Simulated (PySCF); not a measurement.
# BeGa+: bond curves at several levels of theory

What are the lowest state that PBE0 finds, the bond length, vibrational wavenumber and bond energy of BeGa+, and how much do these hang on the method?

The runs use PySCF 2.14.0; Be pcseg-2, Ga pcseg-2, no relativity.

## 1. The job

Settings of the job:

```yaml
atoms: Be, Ga
charge: 1
basis: Be pcseg-2, Ga pcseg-2
Hamiltonian: no relativity
basis_functions: 58
electrons_treated: 34
masses_in_u: 9.0122, 68.9256
levels: PBE0, PBE, r²SCAN, PW91, TPSS, M06, ωB97X, HF, MP2, SCS-MP2, CCSD, CCSD(T)
grid: 80 radial by 434 angular points
occupations: held fixed by the projection of orbital angular momentum
dissociation_limit: Be + Ga+, each in its ground configuration
starting_distance_in_angstrom: 2.265
values_of_2S_to_try: 0, 2
```

The run is started by

```sh
$ OMP_NUM_THREADS=1 python dia.py task.json out
```

Further steps of the session: PBE0 along the bond; Excited determinants; PBE (GGA); r²SCAN (meta-GGA); PW91; TPSS (meta-GGA); M06 (hybrid meta-GGA); ωB97X (range-separated hybrid); RHF; Correlated methods on the Hartree–Fock reference.

Q: Predict the outcome of this session. Wanted: for each run, Re; ωe; De; μ.

As calculated:

Lowest PBE0 solution found, without spin–orbit coupling: ¹Σ⁺ (singlet), closed shell. State 2 has its PBE0 minimum 1.65 eV higher. The other levels ran on the lowest alone.

```tsv
level	Re (Å)	ωe (cm⁻¹)	De (eV)	μ (D)
RHF	3.034	181.1	0.409	-3.38
RHF-MP2	2.798	233.9	0.65	n/a
RHF-SCS-MP2	2.831	223.4	0.59	n/a
RHF-CCSD	2.808	223.9	0.53	n/a
RHF-CCSD(T)	2.775	234.8	0.58	n/a
PBE	2.794	237.0	0.85	-3.90
PW91	2.788	238.4	0.87	-3.94
TPSS	2.808	231.4	0.81	-3.93
r²SCAN	2.760	250.2	0.89	-4.25
PBE0	2.804	239.2	0.78	-3.93
M06	2.837	230.4	0.82	-3.97
ωB97X	2.839	235.8	0.72	-4.11
```

De is counted to Be + Ga+ in their ground configurations. A positive dipole points from Be to Ga; in an ion it is taken about the centre of mass and does not tell which atom is negative.

Differences from CCSD(T) in the same basis:

```tsv
level	Re (mÅ)	ωe (%)
RHF	+260	-22.8
RHF-MP2	+24	-0.4
RHF-SCS-MP2	+56	-4.8
RHF-CCSD	+34	-4.6
PBE	+20	+1.0
PW91	+13	+1.5
TPSS	+33	-1.4
r²SCAN	-15	+6.6
PBE0	+29	+1.9
M06	+62	-1.9
ωB97X	+64	+0.4
```

In words: Judged by CCSD(T) in the same basis: best bond length PW91 (+13 mÅ), worst RHF (+260 mÅ); best wavenumber RHF-MP2 and ωB97X (0.4 % off), worst RHF (-22.8 %). Of the levels with a De here, RHF gives the least (0.409 eV) and r²SCAN the most (0.89 eV).

Correlated steps freeze 9 core orbitals.
